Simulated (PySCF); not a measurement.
**A diatomic session: HfBr−**

Aim: find the lowest electronic state of HfBr−, scan its bond at several levels of theory, and get bond length, wavenumber and dissociation energy from each curve.

The runs use PySCF 2.14.0; Hf def2-TZVPPD with ECP60, Br def2-TZVPPD, scalar-relativistic core potentials.

## 1. Input

The job is set up so:

```
atoms                         : Hf, Br
charge                        : -1
basis                         : Hf def2-TZVPPD with ECP60, Br def2-TZVPPD
Hamiltonian                   : scalar-relativistic core potentials
basis functions               : 116
electrons treated             : 48
masses in u                   : 179.9465, 78.9183
levels                        : PBE0, PBE, r²SCAN, r²SCANh, TPSS, MN15, BHandHLYP, B3LYP, HSE06, HF, MP2, SCS-MP2
grid                          : 80 radial by 434 angular points
occupations                   : held fixed by the projection of orbital angular momentum
dissociation limit            : Hf + Br−, each in its ground configuration
starting distance in angstrom : 2.615
values of 2S to try           : 0, 2, 4
```

On the command line:

```
> OMP_NUM_THREADS=2 python dia.py task.json out
```

Further steps of the session: First curve: PBE0; Higher solutions at PBE0; PBE (GGA); r²SCAN (meta-GGA); r²SCANh; TPSS (meta-GGA); MN15; BHandHLYP (global hybrid GGA); B3LYP (global hybrid GGA); HSE06 (range-separated hybrid); ROHF (mean field).

Q: Predict the outcome of this session. Wanted: for each run, Re; ωe; De; μ.

**Answer**, as computed:

Lowest PBE0 solution found, without spin–orbit coupling: triplet, unpaired electrons π ↑, δ ↑. State 2 has its PBE0 minimum 0.02 eV higher. State 3 has its PBE0 minimum 0.08 eV higher. State 4 has its PBE0 minimum 0.12 eV higher. The other levels ran on the lowest alone.

```
       level  Re (Å)  ωe (cm⁻¹)  De (eV)  μ (D)
        ROHF   2.781      139.6     1.14   0.60
    ROHF-MP2   2.607      179.7     1.65    n/a
ROHF-SCS-MP2   2.642      167.8     1.52    n/a
         PBE   2.626      169.1     1.68   1.06
        TPSS   2.635      169.9     1.68   1.26
      r²SCAN   2.638      170.6     1.74   1.29
     r²SCANh   2.642      169.7     1.71   1.19
       B3LYP   2.680      155.6     1.36   0.49
        PBE0   2.636      168.1     1.62   0.99
       HSE06   2.640      167.1     1.62   0.88
        MN15   2.631      166.5     1.70   0.52
   BHandHLYP   2.699      154.0     1.31   0.40
```

De is counted to Hf + Br− in their ground configurations. A positive dipole points from Hf to Br; in an ion it is taken about the centre of mass and does not tell which atom is negative.

In words: The methods spread over 0.174 Å in bond length, from ROHF-MP2 to ROHF. Of the levels with a De here, ROHF gives the least (1.14 eV) and r²SCAN the most (1.74 eV).

Correlated steps freeze 9 core orbitals. Spin–orbit coupling is left out, which matters for elements this heavy, above all for dissociation energies. The state is the lowest single determinant that the PBE0 search found; with open d or f shells the true ground state can be another one. With some functionals the highest level of the anion is positive, from self-interaction error or because the anion is truly unbound there; the finite basis then holds the extra electron, and no neutral molecule was run to test the binding. With spin–orbit coupling the term label itself may not hold.
